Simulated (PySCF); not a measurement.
# CoOCl₂: relaxation and vibrations of the sextet

The task is one start of a wider search on CoOCl₂: the sextet, from a T-shaped (ligand arrangement 1) start. It is relaxed, tested by its Hessian and followed downhill if it is a saddle.

Program: PySCF 2.14.0. Level of theory: PBE0, basis Co def2-TZVP, O def2-TZVP, Cl def2-TZVP, no relativity, density fitting. These are calculated values, not measurements.

### 1 The system as given

4 atoms, charge 0, spin multiplicity 6.

Bond lengths: Co1–O2 1.600 Å, Co1–Cl3 2.100 Å, Co1–Cl4 2.100 Å. Angles: O2–Co1–Cl3 88.0°, O2–Co1–Cl4 176.0°, Cl3–Co1–Cl4 88.0°.

Z-matrix (Å, degrees; charge 0 multiplicity 6):
```
Co
O  1 1.6000
Cl 1 2.1000 2 88.00
Cl 1 2.1000 3 88.00 2 180.00
```

### 2 Finding the electronic state

The steps below are one call of a driver around PySCF. For each, scf.py gives the equivalent set-up of the SCF; relaxations use the driver's own optimiser. After this first run the driver tries any further starts and a stability analysis.

scf.py reads:

```python
from pyscf import gto, scf, dft
mol = gto.M(atom='''
Co     0.000000     0.000000     0.000000
O     -1.599000     0.000000     0.055800
Cl     0.000000     0.000000     2.100000
Cl     2.098700     0.000000     0.073300''',
    basis={'Co': 'def2-TZVP', 'O': 'def2-TZVP', 'Cl': 'def2-TZVP'},
    charge=0, spin=5)
mf = dft.UKS(mol, xc='PBE0')
mf.grids.atom_grid = (50, 194)
aux = {'Co': 'def2-universal-JKFIT', 'O': 'def2-universal-JKFIT', 'Cl': 'def2-universal-JKFIT'}
mf = mf.density_fit(auxbasis=aux)
mf.conv_tol = 1e-08
mf.diis_space = 10
mf.max_cycle = 60
mf.init_guess = 'minao'
mf.verbose = 4
mf.kernel()
```

Started as:

```sh
> OMP_NUM_THREADS=4 python axn.py task.json out
```

After this run come: Relaxation: T-shaped (ligand arrangement 1) start, sextet; Is it a minimum? Harmonic modes.

Q: Predict the outcome of this session. Wanted: minimum; geometry; wavenumbers; dipole moment; highest occupied, lowest empty level; polar-tensor charge of Co1; zero-point energy; atomisation energy; ⟨S²⟩.

The runs gave:

```
                                          quantity                                                                                       value
                                           minimum                                                                                  sextet, Cs
                                          geometry  Co–Cl 2.109 Å, Co–Cl 2.148 Å, Co–O 1.767 Å; Cl–Co–Cl 129.6°, Cl–Co–O 98.1°, Cl–Co–O 132.3°
                                wavenumbers (cm⁻¹)                                   54 (a'), 81 (a'), 115 (a''), 366 (a'), 443 (a'), 649 (a')
                                     dipole moment                                                                                      0.28 D
highest occupied, lowest empty level (either spin)                                                                             -8.84, -6.30 eV
                        polar-tensor charge of Co1                                                                                     +0.84 e
                                 zero-point energy                                                                                 10.2 kJ/mol
                               entropy at 298.15 K                                                                             359.5 J/(mol K)
         atomisation energy (no zero-point energy)                                                                                  881 kJ/mol
                                              ⟨S²⟩                                                                                       8.774
```

**Reading.** The molecule stays Cs, as typed, and the end point is a minimum. The strongest infrared band lies at 649 cm⁻¹ (a', stretch). Most of the spin sits on Co1 (Mulliken spin 2.86, against 5 for the whole molecule). The first SCF alone would have been 25 kJ/mol too high. Only this shape and spin were tried, so other structures or states may lie lower. One determinant may miss the lowest occupation of an open d or f shell.
